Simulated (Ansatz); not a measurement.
In₂Au, space group Fm-3m: a check of PAW against all-electron LAPW, run with Ansatz 0.2.0, Python API.

Script `in2au_paw_lapw.py`:
```python
"""Checking the PAW result for In2Au with LAPW."""

import ansatz as az
import numpy as np


def count_gap(report):
    # lowest empty less highest filled band, counting bands; zero where they overlap
    return max(report.get("gap_by_band_count_ev") or 0.0, 0.0)


def main() -> None:
    structure = (
        az.Lattice.of([0.0, 3.251, 3.251], [3.251, 0.0, 3.251], [3.251, 3.251, 0.0])
        .atom("In", [0.25, 0.25, 0.25])
        .atom("In", [0.75, 0.75, 0.75])
        .atom("Au", [0.0, 0.0, 0.0])
    )

    base = (
        structure.calculation()
        .occupations("Fermi-Dirac")
        .functional("pbesol")
        .scf(tolerance=1e-08)
        .kpoints(6)
        .stress()
        .forces()
        .band_table()
    )
    variants = {
        "PAW": base.pseudopotentials("paw"),
        "LAPW": base.pseudopotentials("all_electron", lapw=True),
    }
    # totals differ by the cores that each treatment holds, so compare what does not depend on them
    rows = []
    for label, variant in variants.items():
        summary = variant.run(threads=1, pin="off").report
        levels = np.array(summary["eigenvalues_ev"][0]) - summary["fermi_energy_ev"]
        print(label, "levels at the first k-point near E_F:", np.round(levels[np.abs(levels) < 5], 3))
        rows.append((label, summary["n_electrons"], np.trace(summary["stress_gpa"]) / 3, count_gap(summary)))
    for row in rows:
        print("; ".join(f"{name} = {round(v, 4) if isinstance(v, float) else v}" for name, v in zip(["treatment", "electrons in bands", "P GPa", "gap by band count eV"], row)))


if __name__ == "__main__":
    main()
```

How well do the two treatments of the cores agree on the pressure?

PAW gives 1.536 GPa and LAPW 1.538 GPa, 0.002 GPa apart. They took 2.1 and 21.6 s of processor time.

What the script printed:

Running `python in2au_paw_lapw.py` prints:
```text
DeckWarning: basis.ecutwfc = 420 eV, auto-derived from the records' recommended cutoffs: set by In (normal level)
DeckWarning: output.stress: scf.convergence.dr2_threshold = 1e-8 eV is looser than the 3e-10 eV advised for a printed stress (1e-10 eV for each atom of the cell: 3). What an SCF threshold leaves in a stress goes as its square root, and in the free energy as the threshold itself, and one threshold admits the most on a small cell: of the crystals measured, under no hybrid functional and no lock of the moments, on runs that ended without the residual-converged pass, on stresses that held no [...]
PAW levels at the first k-point near E_F: [-4.741 -4.741  0.327  3.13   3.13   3.13   3.773  3.773  3.773]
LAPW levels at the first k-point near E_F: [-4.74  -4.74   0.327  3.131  3.131  3.131  3.772  3.772  3.772  4.187]
treatment = PAW; electrons in bands = 45.0; P GPa = 1.5363; gap by band count eV = 0.0
treatment = LAPW; electrons in bands = 85.0; P GPa = 1.538; gap by band count eV = 0.0
```
(Warnings from the package without file and line, shortened.)

The computed bands are complete only to about 3.7 eV above the Fermi level. For a metal this k-point mesh is coarse: on a finer one energies can move by several to tens of meV an atom and pressures by half a GPa or more, differences at one mesh by less. A gap by band count of zero or less means overlapping bands, a metal, and at an odd count of electrons it is no gap at all. The starting cell is as deposited in a crystallographic database; the results hold for this polymorph, which needn't be the stable one. Levels are Kohn-Sham eigenvalues on this mesh, without spin-orbit coupling. Pressure is positive in compression; the treatments may keep other shells as core, so totals and counts of electrons can differ. The whole script took 25 s on 1 thread of Arm Neoverse V1, on a shared host, peak memory 0.58 GiB.
